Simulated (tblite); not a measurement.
# C6H11O2PSi: the cost of one run

Computed with tblite 0.8.0 and PySCF 2.14.0, with density-fitted response routines of our own, on a single molecule in the gas phase. Atoms are numbered from 0 throughout.

## (1) The starting structure

21 atoms, charge 0, multiplicity 1; geometry from: force field or distance geometry start.

Bonds of the start (Å): C0–O1 1.41, O1–C2 1.39, C2–C3 1.33, C3–C4 1.51, C3–C5 1.45, C5–C6 1.35, C6–Si7 1.80, C6–P8 1.77, P8–O9 1.51, P8–C2 1.80, C0–H10 1.11, C0–H11 1.09, C0–H12 1.08, C4–H13 1.10, C4–H14 1.10, C4–H15 1.10, C5–H16 1.08, Si7–H17 1.49, Si7–H18 1.48, Si7–H19 1.49, P8–H20 1.42.

## (2) Optimising the geometry with GFN2-xTB

Job settings and geometry (Å):

```
{"job": {"kind": "relax", "xc": "GFN2-xTB", "basis": "xTB"}, "charge": 0, "multiplicity": 1}
C     -2.468100     1.768200    -0.501800
O     -2.113400     0.821300     0.480400
C     -0.840900     0.286600     0.288600
C     -0.488300    -0.917400     0.737000
C     -1.335500    -1.887600     1.515500
C      0.878500    -1.269300     0.417200
C      1.516000    -0.300900    -0.270500
Si     3.199400    -0.195300    -0.889500
P      0.504400     1.118300    -0.578600
O      0.277100     1.563600    -2.005500
H     -3.514800     2.068200    -0.312400
H     -1.854400     2.663200    -0.431000
H     -2.435100     1.335400    -1.493700
H     -1.423500    -2.831900     0.960300
H     -2.347800    -1.491200     1.679100
H     -0.893500    -2.093200     2.499600
H      1.321900    -2.211300     0.720300
H      3.289200    -0.707600    -2.285000
H      3.669300     1.205900    -0.817400
H      4.100900    -1.019800    -0.041700
H      0.949700     2.111700     0.328600
```

Command:

```console
$ OMP_NUM_THREADS=1 python probes_run.py task.json out
```

This one command runs all jobs of the session in turn.

Q: Estimate the wall time and peak memory of this first job on 1 thread of Intel Xeon Platinum 8375C at 2.90GHz, shared host.

About 1.6 s, with a peak of 0.18 GiB.
